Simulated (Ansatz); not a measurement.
**(001) superlattice of 6 and 2 atomic planes of GaAs and AlAs, in-plane a of AlAs, 8 atoms**

Which settings matter for this cell? A base run comes first, then runs with one to three settings changed.

All numbers are computed with Ansatz 0.2.0 (PAW, plane waves).

1 further run of the same task is left out (it didn't finish).

**1. The system as built**

8 atoms (3 Ga, 4 As, 1 Al); a = 4.012 Å, b = 4.012 Å, c = 11.311 Å, α = 90.00°, β = 90.00°, γ = 90.00°. All atoms were shaken off their sites by about 0.10 Å along each axis.

Coordinates:

```cif
data_structure
_symmetry_space_group_name_H-M 'P 1'
_symmetry_Int_Tables_number 1
_cell_length_a 4.0122
_cell_length_b 4.0122
_cell_length_c 11.3112
_cell_angle_alpha 90.000
_cell_angle_beta 90.000
_cell_angle_gamma 90.000
_cell_volume 182.08
loop_
_atom_site_label
_atom_site_type_symbol
_atom_site_fract_x
_atom_site_fract_y
_atom_site_fract_z
_atom_site_occupancy
Ga1 Ga 0.99427 0.98193 0.01631 1
Ga2 Ga 0.95928 0.00848 0.49905 1
Ga3 Ga 0.50553 0.51128 0.25971 1
As1 As 0.49993 0.99987 0.12830 1
As2 As 0.50757 0.00473 0.62330 1
As3 As 0.96034 0.52680 0.36776 1
As4 As 0.00156 0.46772 0.86902 1
Al1 Al 0.50330 0.46899 0.75914 1
```

**2. PBEsol single point**

in.yaml

```yaml
crystal:
  lattice:
    - [2.837049, 2.837049, 0.000000]
    - [-2.837049, 2.837049, 0.000000]
    - [0.000000, 0.000000, 11.311188]
  atoms:
    - { symbol: Ga, position: [0.994269, 0.981932, 0.016313] }
    - { symbol: Ga, position: [0.959280, 0.008485, 0.499048] }
    - { symbol: Ga, position: [0.505531, 0.511280, 0.259709] }
    - { symbol: As, position: [0.499926, 0.999869, 0.128296] }
    - { symbol: As, position: [0.507573, 0.004735, 0.623298] }
    - { symbol: As, position: [0.960338, 0.526801, 0.367757] }
    - { symbol: As, position: [0.001559, 0.467718, 0.869016] }
    - { symbol: Al, position: [0.503298, 0.468989, 0.759143] }
kpoints:
  mp_grid: { grid: [4, 4, 1] }
hamiltonian:
  xc: pbesol
scf:
  occupations: { method: fermi_dirac, width: 0.01 }
output:
  forces: true
  eigenvalues: true
  stress: true
  populations: true
```

Launch:

```sh
> ansatz run in.yaml --threads 8 --pin off --max-ram 13300MiB --runs-dir r --events-out ev --progress --plain
```

**3. Changed settings: occupations Methfessel–Paxton**

in.yaml: that of step 2 with these lines changed.

```diff
@@ -19,3 +19,4 @@
 scf:
-  occupations: { method: fermi_dirac, width: 0.01 }
+  occupations: { method: methfessel_paxton, width: 0.01 }
+  max_iter: 90
 output:
@@ -24,2 +25 @@
   stress: true
-  populations: true
```

**4. Variant: at most 9 cycles**

in.yaml: that of step 3 with these lines changed.

```diff
@@ -19,4 +19,4 @@
 scf:
-  occupations: { method: methfessel_paxton, width: 0.01 }
-  max_iter: 90
+  occupations: { method: fermi_dirac, width: 0.01 }
+  max_iter: 9
 output:
```

**5. Variant: cutoff 400 eV, xc grid 1**

in.yaml: that of step 4 with these lines changed.

```diff
@@ -16,2 +16,3 @@
   mp_grid: { grid: [4, 4, 1] }
+basis: { ecutwfc: 400, xc_grid: 1 }
 hamiltonian:
@@ -20,3 +21,3 @@
   occupations: { method: fermi_dirac, width: 0.01 }
-  max_iter: 9
+  max_iter: 60
 output:
@@ -25 +26,5 @@
   stress: true
+  write_density: true
+  write_potential: true
+  elf: true
+  volumetric_format: npy
```

What does the calculation give? Wanted: for each run, settings; status; energy from base; forces from base.

As calculated:

| settings | status | cycles | time | energy from base (meV/atom) | forces from base (eV/Å rms) | filled to empty level on the mesh (eV) |
| --- | --- | --- | --- | --- | --- | --- |
| base | converged | 8 | 3.2 s (8 CPU threads) | 0 | 0 | 0.38 |
| occupations Methfessel–Paxton | converged | 8 | 2.4 s (8 CPU threads) | 0.0 | 0.000 | 0.38 |
| at most 9 cycles | converged | 8 | 2.6 s (8 CPU threads) | 0.0 | 0.000 | 0.38 |
| cutoff 400 eV, xc grid 1 | converged | 8 | 2.9 s (8 CPU threads) | +0.4 | 0.000 | 0.38 |

**What this shows.** Among these variants the forces move most with cutoff 400 eV, xc grid 1 (0.000 eV/Å rms).
